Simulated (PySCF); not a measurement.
# C4H6AsBO: a tour of settings, part 1 of 2

Which settings matter for C4H6AsBO (`[AsH2]Bc1ccco1`)?

Computed with PySCF 2.14.0, with density-fitted response routines of our own, on a single molecule in the gas phase. Atoms count from 0, in the outputs and in this text.

## Step 1: The molecule as given

13 atoms, charge 0, multiplicity 1; geometry from: GFN2-xTB.

Bonds of the start (Å): As0–B1 1.99, B1–C2 1.52, C2–C3 1.38, C3–C4 1.41, C4–C5 1.37, C5–O6 1.33, O6–C2 1.37, As0–H7 1.50, As0–H8 1.50, B1–H9 1.17, C3–H10 1.07, C4–H11 1.07, C5–H12 1.07.

## Step 2: TDDFT and polarisability: B3LYP/def2-SVPD

The job: settings as JSON, then the geometry in Å.

```
{"job": {"kind": "uv", "xc": "B3LYP", "basis": "def2-SVPD", "nstates": 12, "ntriplets": 5, "tda": true}, "charge": 0, "multiplicity": 1}
As    -2.752801     0.720893     0.448861
B     -1.485560    -0.471891    -0.524884
C     -0.004068    -0.178571    -0.325255
C      1.166260    -0.740787    -0.801624
C      2.234941    -0.008523    -0.256558
C      1.659653     0.960496     0.518406
O      0.335346     0.867752     0.488497
H     -2.161593     0.472837     1.801359
H     -3.802521    -0.326104     0.699231
H     -1.802520    -1.286150    -1.305701
H      1.233777    -1.580799    -1.464167
H      3.282602    -0.170773    -0.409764
H      2.092096     1.742105     1.113871
```

Level: TDA B3LYP/def2-SVPD, vertical, gas phase, core orbitals frozen in the response.

Command:

```bash
$ OMP_NUM_THREADS=1 python probes_run.py task.json out
```

This one command runs all jobs of the session in turn.

What it wrote:

```text
coarse grid: 53248 points
cycle   1  E = -2491.5005626247  dE =  3.619e-01  |g| = 4.818e-01  |ddm| = 7.937e+00
cycle   2  E = -2491.4502922781  dE =  5.027e-02  |g| = 6.957e-01  |ddm| = 1.837e+00
cycle   3  E = -2491.5457017450  dE = -9.541e-02  |g| = 1.542e-01  |ddm| = 9.947e-01
cycle   4  E = -2491.5502147801  dE = -4.513e-03  |g| = 5.188e-02  |ddm| = 2.955e-01
cycle   5  E = -2491.5508728362  dE = -6.581e-04  |g| = 1.525e-02  |ddm| = 1.309e-01
cycle   6  E = -2491.5509301593  dE = -5.732e-05  |g| = 5.238e-03  |ddm| = 4.356e-02
cycle   7  E = -2491.5509372278  dE = -7.068e-06  |g| = 1.465e-03  |ddm| = 1.168e-02
final grid: 112560 points
cycle   8  E = -2491.5509508048  dE =  1.520e-06  |g| = 2.767e-03  |ddm| = 1.300e-02
cycle   9  E = -2491.5509443930  dE =  6.412e-06  |g| = 5.540e-03  |ddm| = 1.374e-02
cycle  10  E = -2491.5509529366  dE = -8.544e-06  |g| = 1.741e-04  |ddm| = 9.111e-03
cycle  11  E = -2491.5509529438  dE = -7.150e-09  |g| = 3.895e-05  |ddm| = 2.754e-04
cycle  12  E = -2491.5509529441  dE = -2.738e-10  |g| = 1.410e-05  |ddm| = 7.773e-05
converged SCF energy = -2491.5509529441

Static polarisability (au): isotropic 101.257, principal 66.371 94.186 143.214

Singlet excitations
state   eV       nm        f      main configurations
  1   3.9665    312.6   0.15649   H->L 0.79, H-1->L 0.17
  2   4.9492    250.5   0.37257   H-1->L 0.65, H->L 0.17
  3   5.6291    220.3   0.05427   H-2->L 0.60, H-3->L 0.27
  4   5.7343    216.2   0.04258   H-3->L 0.56, H-2->L 0.24, H-1->L 0.09
  5   6.0030    206.5   0.00353   H-4->L 0.89
  6   6.1138    202.8   0.04040   H->L+1 0.77, H->L+2 0.15
  7   6.4037    193.6   0.05647   H->L+2 0.47, H->L+3 0.33, H-1->L+1 0.09
  8   6.6364    186.8   0.03650   H->L+3 0.50, H-1->L+1 0.14, H->L+2 0.14
  9   6.7400    184.0   0.04930   H->L+4 0.42, H-1->L+2 0.26, H-1->L+1 0.14
 10   6.8669    180.6   0.00855   H-5->L 0.73, H-1->L+1 0.08
 11   6.9123    179.4   0.01367   H-1->L+1 0.40, H->L+4 0.27, H-5->L 0.18
 12   6.9833    177.5   0.04901   H->L+5 0.82

Triplet excitations (Tamm-Dancoff, eV): 2.9866 3.5237 4.5361 5.1840 5.3378
```

Run time: 29 s. Hardware: 1 thread of Arm Neoverse V1, shared host; peak memory 0.86 GiB.

The orbitals next to the gap, with their largest atomic shares:

| orbital | eV | atoms |
| --- | --- | --- |
| HOMO−3 | -8.84 | As0 41 %, B1 22 %, H8 12 % |
| HOMO−2 | -8.34 | C3 28 %, C4 27 %, O6 24 % |
| HOMO−1 | -7.36 | As0 24 %, C2 18 %, B1 17 % |
| HOMO | -6.68 | As0 39 %, C2 13 %, C5 11 % |
| LUMO | -2.19 | B1 32 %, C3 13 %, C2 11 % |
| LUMO+1 | 0.19 | B1 24 %, As0 18 %, C5 10 % |
| LUMO+2 | 0.39 | C4 18 %, B1 17 %, C5 16 % |

With each of the 12 states as a Gaussian band of 0.4 eV half-width at 1/e, the curve within the window shown has maxima at 312 nm (ε 6,400), 250 nm (ε 15,000), 185 nm (ε 6,900) L/(mol cm). Beyond the last state computed it falls off for lack of states. The curve at chosen wavelengths:

nm, ε (L/mol/cm) and a bar:
```
      170       1924 ###
      178       5480 ##########
      186       6849 #############
      194       5842 ###########
      202       4841 #########
      210       4806 #########
      218       5061 #########
      225       5634 ##########
      233       8316 ################
      241      12713 #########################
      249      15234 ##############################
      257      13703 ###########################
      265       9701 ###################
      273       6061 ###########
      281       4296 #######
      289       4309 #######
      297       5219 #########
      305       6095 ###########
      313       6366 ############
      320       6001 ###########
      328       5069 #########
      336       3896 #######
      344       2759 ####
      352       1822 ##
      360       1134 #
      368        670
```

Further results of this job:

| property | computed |
| --- | --- |
| dipole moment (D) | 2.62 |
| polarisability (Å³) | 15.00 |
| HOMO–LUMO gap (eV) | 4.50 |
| −ε(HOMO) (eV) | 6.68 |

## Step 3: Nuclear shieldings: OLYP/pcSseg-0

The job, as its differences from that of step 2:

```diff
@@ -1,2 +1,2 @@
-{"job": {"kind": "uv", "xc": "B3LYP", "basis": "def2-SVPD", "nstates": 12, "ntriplets": 5, "tda": true}, "charge": 0, "multiplicity": 1}
+{"job": {"kind": "nmr", "xc": "OLYP", "basis": "pcSseg-0", "pop": true}, "charge": 0, "multiplicity": 1}
 As    -2.752801     0.720893     0.448861
```

Level: GIAO OLYP/pcSseg-0 NMR shielding, non-relativistic, gas phase.

What it wrote:

```text
coarse grid: 53248 points
cycle   1  E = -2489.3285077019  dE = -2.985e-01  |g| = 4.297e-01  |ddm| = 4.009e+00
cycle   2  E = -2489.2382687488  dE =  9.024e-02  |g| = 7.749e-01  |ddm| = 1.360e+00
cycle   3  E = -2489.3679451349  dE = -1.297e-01  |g| = 1.728e-01  |ddm| = 8.398e-01
cycle   4  E = -2489.3736549684  dE = -5.710e-03  |g| = 8.132e-02  |ddm| = 2.694e-01
cycle   5  E = -2489.3753697441  dE = -1.715e-03  |g| = 2.304e-02  |ddm| = 1.160e-01
cycle   6  E = -2489.3755231600  dE = -1.534e-04  |g| = 5.942e-03  |ddm| = 3.635e-02
cycle   7  E = -2489.3755295413  dE = -6.381e-06  |g| = 3.543e-03  |ddm| = 1.079e-02
cycle   8  E = -2489.3755334624  dE = -3.921e-06  |g| = 4.608e-04  |ddm| = 5.138e-03
final grid: 112560 points
cycle   9  E = -2489.3755552059  dE =  7.713e-08  |g| = 7.882e-04  |ddm| = 2.441e-03
cycle  10  E = -2489.3755547512  dE =  4.547e-07  |g| = 1.601e-03  |ddm| = 2.773e-03
cycle  11  E = -2489.3755553636  dE = -6.123e-07  |g| = 2.372e-04  |ddm| = 1.698e-03
cycle  12  E = -2489.3755553784  dE = -1.483e-08  |g| = 3.326e-05  |ddm| = 3.028e-04
cycle  13  E = -2489.3755553788  dE = -4.170e-10  |g| = 1.055e-05  |ddm| = 6.788e-05
converged SCF energy = -2489.3755553788

GIAO shielding tensors (ppm)
atom      isotropic    diamagn.    paramagn.     s11        s22        s33       span
  0 As    1858.764    2869.142   -1010.379   1762.604   1842.957   1970.731    208.127
  1 B       25.664     191.927    -166.263    -75.151     26.534    125.607    200.758
  2 C       17.035     262.895    -245.860    -65.260     20.868     95.497    160.757
  3 C       57.095     259.561    -202.467    -18.404     34.492    155.196    173.599
  4 C       70.595     265.312    -194.717     -8.779     60.264    160.300    169.079
  5 C       33.386     257.208    -223.822    -45.942     40.105    105.996    151.938
  6 O        6.584     407.589    -401.005   -175.021    -57.582    252.355    427.376
  7 H       29.754      29.621       0.133     21.913     26.904     40.444     18.531
  8 H       30.307      29.873       0.433     23.236     25.143     42.541     19.304
  9 H       24.671      30.323      -5.652     18.471     26.514     29.028     10.557
 10 H       26.252      31.173      -4.921     24.577     26.720     27.458      2.882
 11 H       26.781      29.985      -3.204     25.328     26.828     28.187      2.859
 12 H       25.620      29.381      -3.762     23.369     25.889     27.600      4.231
```

Run time: 14 s. Hardware: 1 thread of Arm Neoverse V1, shared host; peak memory 0.5 GiB.

Shifts follow as δ = σ(reference) − σ, with reference shieldings (ppm) from runs at the same level and on the same kind of geometry: ¹H TMS 33.33, ¹³C TMS 190.0, ¹⁷O H2O 332.2. The references are single molecules in the gas phase, so shifts against H2O, NH3, PH3, H3PO4 or CFCl3 are not on the usual liquid scales and can be off by tens of ppm. Atoms listed in one row are averaged.

| atoms | environment | σ (ppm) | δ (ppm) |
| --- | --- | --- | --- |
| C2 | substituted aromatic carbon next to the ring oxygen | 17.0 | 173.0 |
| C5 | aromatic CH next to the ring oxygen | 33.4 | 156.6 |
| C3 | aromatic CH | 57.1 | 132.9 |
| C4 | aromatic CH | 70.6 | 119.4 |
| H9 | hydrogen on a boron bonded to C, As | 24.67 | 8.66 |
| H12 | hydrogen on an aromatic CH next to the ring oxygen | 25.62 | 7.71 |
| H10 | hydrogen on an aromatic CH | 26.25 | 7.08 |
| H11 | hydrogen on an aromatic CH | 26.78 | 6.55 |
| H7, H8 | hydrogen on an arsenic bonded to B | 30.03 | 3.30 |
| As0 | arsenic bonded to B, 2 H | 1859 | – |
| B1 | boron bonded to C, As, H | 25.7 | – |
| O6 | aromatic ring oxygen | 6.6 | 325.7 |

The run also stored atomic charges by several schemes (e):

| atoms | Mulliken | IAO | Hirshfeld | ESP fit |
| --- | --- | --- | --- | --- |
| As0 | -0.11 | 0.11 | 0.08 | -0.29 |
| B1 | 0.17 | -0.13 | 0.03 | 0.24 |
| C2 | 0.01 | 0.02 | -0.04 | 0.03 |
| C3 | -0.19 | -0.15 | -0.05 | -0.21 |
| C4 | -0.26 | -0.21 | -0.07 | -0.19 |
| C5 | 0.17 | 0.03 | 0.03 | 0.03 |
| O6 | -0.59 | -0.19 | -0.03 | -0.14 |

Mayer bond orders: As0–B1 1.11, B1–C2 1.02, C2–C3 1.51, C3–C4 1.39, C4–C5 1.56, C5–O6 0.97, O6–C2 0.81.

Ring of atoms C2, C3, C4, C5, O6: NICS(0) -10.0, NICS(1) -10.7, NICS(1)zz -23.9 ppm (means of both faces).

(Continued in part 2 of 2.)
